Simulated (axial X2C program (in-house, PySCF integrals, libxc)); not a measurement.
# MoOH⁺: bond lengths and stretches, held linear

Aim: the two bond lengths and stretching wavenumbers of linear MoOH⁺, with and without spin–orbit coupling, at PBE0, HF, B3LYP, MP2.

The runs use an in-house X2C program for linear molecules on PySCF integrals; all-electron X2C, two-component (2c) or spin-free, Mo dyall-v3z, O dyall-av3z, H dyall-v3z.

All values are calculated.

2 further runs of the same task are left out: 2 set aside as unsound or not needed.

### Step 1. Input

task.json reads:

```json
{"zs": [42, 8, 1], "q": 1, "bas": ["dyall-v3z", "dyall-av3z", "dyall-v3z"], "r0": [2.01, 0.96], "symm": 0, "scan": ["PBE0", "HF", "B3LYP"], "levels": ["PBE0", "HF", "B3LYP"], "nst": 2}
```

Keys: zs atomic numbers; q charge; bas basis sets; r0 starting distance in Å; symm equal bonds; scan levels of the two-bond scan (MP2 follows by itself at each HF point); levels methods; nst determinants followed.

The run is started by

```
$ python solin.py task.json out
```

Masses Mo 97.905, O 15.995, H 1.008 u.

### Step 2. Scan at PBE0, 2c

State: Ω = 1 (beyond evenly filled blocks: ω = -3/2, ω = 5/2). Energies above the lowest point, from the job's result record:

```csv
r(Mo–O) (Å),r(O–H) (Å),E (meV)
1.7570,0.9409,49.42
1.7570,0.9650,33.74
1.7570,0.9891,47.49
1.8020,0.9409,14.54
1.8020,0.9650,0.00
1.8020,0.9891,14.94
1.8020,1.0132,54.77
1.8470,0.9409,44.31
1.8470,0.9650,30.63
1.8470,0.9891,46.49
1.8921,0.9650,111.20
1.8921,1.0132,169.18
```

A quadratic surface with cubic terms in each bond gives the minimum at 1.801 and 0.964 Å, force constants 5.1, 8.15 and coupling 0.13 mdyn/Å.

### Step 3. Scan at HF, 2c

State: Ω = 1 (beyond evenly filled blocks: ω = -3/2, ω = 5/2). Energies above the lowest point, from the job's result record:

```csv
r(Mo–O) (Å),r(O–H) (Å),E (meV)
1.7570,0.9409,117.43
1.7570,0.9650,130.74
1.7570,0.9891,173.73
1.8020,0.9409,23.41
1.8020,0.9650,38.09
1.8020,0.9891,82.51
1.8020,1.0132,152.03
1.8470,0.9409,0.00
1.8470,0.9650,15.77
1.8470,0.9891,61.31
1.8921,0.9650,50.72
1.8921,1.0132,168.61
```

A quadratic surface with cubic terms in each bond gives the minimum at 1.841 and 0.941 Å, force constants 4.64, 9.38 and coupling 0.16 mdyn/Å.

### Step 4. Scan at B3LYP, 2c

State: Ω = 1 (beyond evenly filled blocks: ω = -3/2, ω = 5/2). Energies above the lowest point, from the job's result record:

```csv
r(Mo–O) (Å),r(O–H) (Å),E (meV)
1.7570,0.9409,71.74
1.7570,0.9650,52.46
1.7570,0.9891,62.33
1.8020,0.9409,18.14
1.8020,0.9650,0.00
1.8020,0.9891,11.07
1.8020,1.0132,46.79
1.8470,0.9409,31.79
1.8470,0.9650,14.54
1.8470,0.9891,26.54
1.8921,0.9650,81.72
1.8921,1.0132,131.85
```

A quadratic surface with cubic terms in each bond gives the minimum at 1.813 and 0.967 Å, force constants 5, 7.93 and coupling 0.14 mdyn/Å.

### Step 5. The levels side by side

| level | r(Mo–O) (Å) | r(O–H) (Å) | lower stretch (cm⁻¹) | upper stretch (cm⁻¹) |
| --- | --- | --- | --- | --- |
| PBE0, 2c | 1.801 | 0.964 | 772.9 | 3819.3 |
| HF, 2c | 1.841 | 0.941 | 737.3 | 4097.4 |
| B3LYP, 2c | 1.813 | 0.967 | 765.4 | 3767.0 |
| MP2, 2c | 1.793 | 0.970 | 792.8 | 3757.5 |
| PBE0, spin-free | 1.802 | 0.964 | 771.8 | 3818.5 |
| HF, spin-free | 1.842 | 0.941 | 736.8 | 4096.6 |
| B3LYP, spin-free | 1.814 | 0.967 | 764.7 | 3766.4 |
| MP2, spin-free | 1.793 | 0.970 | 792.3 | 3756.9 |

Scans not shown above were run alike.

**Reading.** Over the levels the Mo–O bond spans 1.793 to 1.842 Å and the O–H bond 0.941 to 0.970 Å. At PBE0 spin–orbit coupling leaves both bonds unchanged to 0.001 Å. Each state is one determinant, the lowest of a limited PBE0 search; the stretches come from a fit to few points and are good to some per cent at best. MP2 freezes inner shells (threshold -2 hartree). The molecule was held linear; bending was not examined, so a bent shape may lie lower. Open-shell Ω = 0 determinants with evenly filled partner blocks cannot be reached by this program, so the Ω shown need not be the lowest component. Note: functional without a current term on a determinant with orbital currents, of the molecule or an atom. Note: several unpaired electrons, one determinant need not be a pure state.
